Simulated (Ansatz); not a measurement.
This script for a rigid scan of one bond length of C₂H₅GeN, SMILES N=[C]1[CH2][GeH2]1 with the Python package of Ansatz (0.2.0) holds a mistake.

The script, `scan_c2h5gen.py`:
```python
"""Stretching a bond of C2H5GeN, the rest held rigid."""

import warnings

import ansatz as az
import numpy as np

GEOMETRY = """
N    -0.98500    0.83470   -1.49490
C    -0.36650    0.33310   -0.56190
C     0.83440    0.22830    0.22960
Ge   -0.12840   -1.02300    0.95980
H    -0.61370    1.62960   -2.08290
H     1.72440   -0.15680   -0.33760
H     1.06310    1.11420    0.89430
H    -0.21350   -2.41600    0.29220
H    -1.22640   -0.59030    2.08440
"""

warnings.simplefilter("ignore", az.DeckWarning)

mol = az.Crystal.molecule()
for line in GEOMETRY.strip().splitlines():
    symbol, *xyz = line.split()
    mol = mol.atom(symbol, [float(v) for v in xyz])

symbols = [site.symbol for site in mol.cartesian_sites]
start = np.array([site.position_ang for site in mol.cartesian_sites])
axis = (start[0] - start[1]) / np.linalg.norm(start[0] - start[1])
moving = [0, 4]
lengths, energies = [1.079, 1.129, 1.178, 1.227, 1.276, 1.325, 1.374, 1.447], []
for length in lengths:
    xyz = start.copy()
    xyz[moving] += (length - np.linalg.norm(start[0] - start[1])) * axis
    point = az.Crystal.molecule()
    for symbol, place in zip(symbols, xyz):
        point = point.atom(symbol, place.tolist())
    job = (
        point.calculation()
        .basis(gaussian="def2-SVP")
        .functional("b3lyp")
        .spin("collinear", total=3)
    )
    summary = job.run(threads=1, pin="off").report
    energies.append(summary["free_energy_ev"])
    print(f"r = {length:6.3f} A  E = {energies[-1]:.5f} eV  <S^2> = {abs(summary['mean_field']['state']['spin_squared']):.3f}")

# quartic fit about the minimum
fit = np.polynomial.Polynomial.fit(lengths, np.array(energies) - min(energies), 4).convert()
roots = [r.real for r in fit.deriv().roots() if abs(r.imag) < 1e-9 and fit.deriv(2)(r.real) > 0]
r_e = min(roots, key=lambda r: abs(r - lengths[int(np.argmin(energies))]))
print(f"minimum of the fit at {r_e:.4f} A, force constant {fit.deriv(2)(r_e):.2f} eV/A^2")
```

```console
$ python scan_c2h5gen.py
Traceback (most recent call last):
  File "scan_c2h5gen.py", line 44, in <module>
    summary = job.run(threads=1, pin="off").report
              ~~~~~~~^^^^^^^^^^^^^^^^^^^^^^
  ...
ansatz.GaussianBasisError: a molecule whose nuclei and cores have a total charge of 56 cannot have a net charge of 0 together with 3 unpaired electrons
```
(Library frames cut from the traceback.)

Find the fault and give the corrected script.

The fault: the count of unpaired electrons doesn't fit the count of electrons. The change:

```diff
--- before
+++ after
@@ -41,3 +41,2 @@
         .functional("b3lyp")
-        .spin("collinear", total=3)
     )
```

After the fix:

```console
$ python scan_c2h5gen.py
r =  1.079 A  E = -60149.66708 eV  <S^2> = 0.000
r =  1.129 A  E = -60150.54617 eV  <S^2> = 0.000
r =  1.178 A  E = -60151.02342 eV  <S^2> = 0.000
r =  1.227 A  E = -60151.21665 eV  <S^2> = 0.000
r =  1.276 A  E = -60151.19921 eV  <S^2> = 0.000
r =  1.325 A  E = -60151.02757 eV  <S^2> = 0.000
r =  1.374 A  E = -60150.74534 eV  <S^2> = 0.000
r =  1.447 A  E = -60150.19057 eV  <S^2> = 0.000
minimum of the fit at 1.2457 A, force constant 77.74 eV/A^2
```

Total energies depend on the basis set; only differences at equal settings carry meaning. The rest of the molecule is held rigid at a force-field or estimated start geometry, and the basis set is modest; single-reference methods fail as a bond breaks. b3lyp holds the VWN-RPA fit, as in Gaussian; the form of ORCA and Turbomole is b3lyp5. The orbitals are restricted, so S² is zero by construction. Toward dissociation an unrestricted state can lie under the restricted one, by tenths of an eV for polar bonds under a functional and by 1 to 2 eV or more for others. It ran for 30 s on 1 thread of Intel(R) Xeon(R) Platinum 8259CL CPU @ 2.50GHz (Skylake/Cascade Lake) (shared host), peak memory 0.27 GiB.
